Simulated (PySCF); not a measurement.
**From one method to the next for SnO**

Starting from one script, swap the method and compare what comes out for SnO.

Computed with PySCF 2.14.0. Level: each script names its method and basis.

4 further runs of the same task are left out: 1 for a known fault of the program, 3 that didn't finish.

## (1) The starting structure

SnO: 2 atoms, charge 0, spin multiplicity 1.

Bond lengths: Sn1–O2 1.755 Å.

## (2) The base run

The input, input.py:

```python
from pyscf import gto, scf, mp

mol = gto.M(
    atom='Sn 0 0 0; O 0 0 1.755',
    basis='lanl2dz',
    ecp={'Sn': 'lanl2dz'},
    charge=0,
    spin=0,
    verbose=4,
)
mf = scf.RHF(mol)
mf.kernel()
mp.MP2(mf, frozen=1).kernel()
mf.dip_moment()
print('orbital energies (hartree):', mf.mo_energy[..., max(0, mol.nelec[1]-3):mol.nelec[0]+3].round(4))
```

Command:

```console
> OMP_NUM_THREADS=1 python input.py
```

## (3) Frozen orbitals none

Edit 1 changes frozen orbitals: 1 → none.

input.py, as its differences from that of step 2:

```diff
@@ -12,3 +12,3 @@
 mf.kernel()
-mp.MP2(mf, frozen=1).kernel()
+mp.MP2(mf).kernel()
 mf.dip_moment()
```

## (4) TDA

Edit 2 changes step after the SCF: mp2 → tda; number of roots: none → 4.

input.py, as its differences from that of step 2:

```diff
@@ -1,2 +1,2 @@
-from pyscf import gto, scf, mp
+from pyscf import gto, scf, tdscf
 
@@ -12,3 +12,6 @@
 mf.kernel()
-mp.MP2(mf, frozen=1).kernel()
+td = tdscf.TDA(mf)
+td.nstates = 4
+td.kernel()
+td.analyze(verbose=3)
 mf.dip_moment()
```

## (5) Stability test

Edit 3 changes step after the SCF: mp2 → stability.

input.py, as its differences from that of step 2:

```diff
@@ -1,2 +1,2 @@
-from pyscf import gto, scf, mp
+from pyscf import gto, scf
 
@@ -12,3 +12,3 @@
 mf.kernel()
-mp.MP2(mf, frozen=1).kernel()
+mf.stability(internal=True, external=True)
 mf.dip_moment()
```

## (6) UHF

Edit 4 changes SCF type: RHF → UHF.

The input, input.py:

```python
from pyscf import gto, scf, mp

mol = gto.M(
    atom='Sn 0 0 0; O 0 0 1.755',
    basis='lanl2dz',
    ecp={'Sn': 'lanl2dz'},
    charge=0,
    spin=0,
    verbose=4,
)
mf = scf.UHF(mol)
mf.kernel()
mp.MP2(mf, frozen=1).kernel()
mf.dip_moment()
print('orbital energies (hartree):', [e[max(0, n-3):n+3].round(4) for e, n in zip(mf.mo_energy, mol.nelec)])
```

## (7) M062x (RKS)

Edit 5 changes functional: none (Hartree–Fock) → m062x; SCF type: RHF → RKS; step after the SCF: mp2 → analyze.

input.py, as its differences from that of step 2:

```diff
@@ -1,2 +1,2 @@
-from pyscf import gto, scf, mp
+from pyscf import gto, dft
 
@@ -10,5 +10,5 @@
 )
-mf = scf.RHF(mol)
+mf = dft.RKS(mol, xc='m062x')
 mf.kernel()
-mp.MP2(mf, frozen=1).kernel()
+mf.mulliken_pop()
 mf.dip_moment()
```

Before running it: what results should come out? Wanted: for each run, E(SCF); from base; gap; SCF dipole; after the SCF.

**Answer**, as computed:

```tsv
run	E(SCF) (hartree)	from base (eV)	cycles	gap (eV)	SCF dipole (D)	after the SCF
base	-78.075611	0	9	10.97	5.56	MP2 correlation -5.499 eV, core frozen
frozen orbitals none	-78.075611	0.0000	9	10.97	5.56	MP2 correlation -5.520 eV
TDA	-78.075611	0.0000	9	10.97	5.56	lowest root found 4.01 eV
stability test	-78.075611	0.0000	9	10.97	5.56	unstable: RHF/RKS -> UHF/UKS
UHF	-78.075611	0.0000	13	10.97	5.56	MP2 correlation -5.499 eV, core frozen
m062x (RKS)	-78.529926	not comparable	10	7.45	4.75	n/a
```

No change of the SCF energy comes from UHF. A lower total energy from another functional means nothing by itself. The base needs 9 cycles and the run with UHF needs 13.
